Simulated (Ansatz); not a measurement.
# C2H2AlO: the cost of one run

Method: UKS r2SCANh/def2-SVP, in Ansatz 0.2.0.

### 1 The starting structure

Bond lengths: C1–C2 1.312 Å, C2–O3 1.367 Å, C2–Al4 1.973 Å, O3–Al4 1.756 Å, C1–H5 1.083 Å, C1–H6 1.076 Å. Angles: C1–C2–O3 131.2°, C1–C2–Al4 168.6°, O3–C2–Al4 60.3°, C2–C1–H5 121.6°, C2–C1–H6 121.5°, H5–C1–H6 116.9°, C2–O3–Al4 77.2°, C2–Al4–O3 42.5°.

As a file:

```xyz
6

C     0.5471    0.6900    0.3460
C    -0.2012   -0.1973   -0.2651
O    -0.8244   -1.3223    0.1996
Al   -1.2602   -1.3111   -1.5019
H     0.7726    0.6114    1.4019
H     0.9661    1.5294   -0.1804
```

### 2 Relaxing end A

Input file input.yaml:

```yaml
crystal:
  periodic: [false, false, false]
  atoms:
    - { symbol: C, position_ang: [0.54712, 0.68999, 0.34599] }
    - { symbol: C, position_ang: [-0.20123, -0.19735, -0.26511] }
    - { symbol: O, position_ang: [-0.82435, -1.3223, 0.19956] }
    - { symbol: Al, position_ang: [-1.26024, -1.31106, -1.50192] }
    - { symbol: H, position_ang: [0.77256, 0.61136, 1.40193] }
    - { symbol: H, position_ang: [0.96614, 1.52936, -0.18043] }
magnetization:
  spin_polarized: true
  initial_magnetization: 1
basis:
  gaussian: { orbitals: def2-SVP }
hamiltonian:
  xc: r2scanh
relax:
  f_tol: 0.015
  max_steps: 40
```

Launch:

```console
> ansatz run input.yaml --threads 2 --pin off --max-ram 3072MiB --backend cpu --events-out ev --progress --plain --runs-dir out
```

**Question.** How long does this run take on 2 threads of INTEL XEON PLATINUM 8581C at 2.30GHz (Emerald Rapids), shared host, and how much memory does it need?

About 18 s, with a peak of 0.23 GiB.
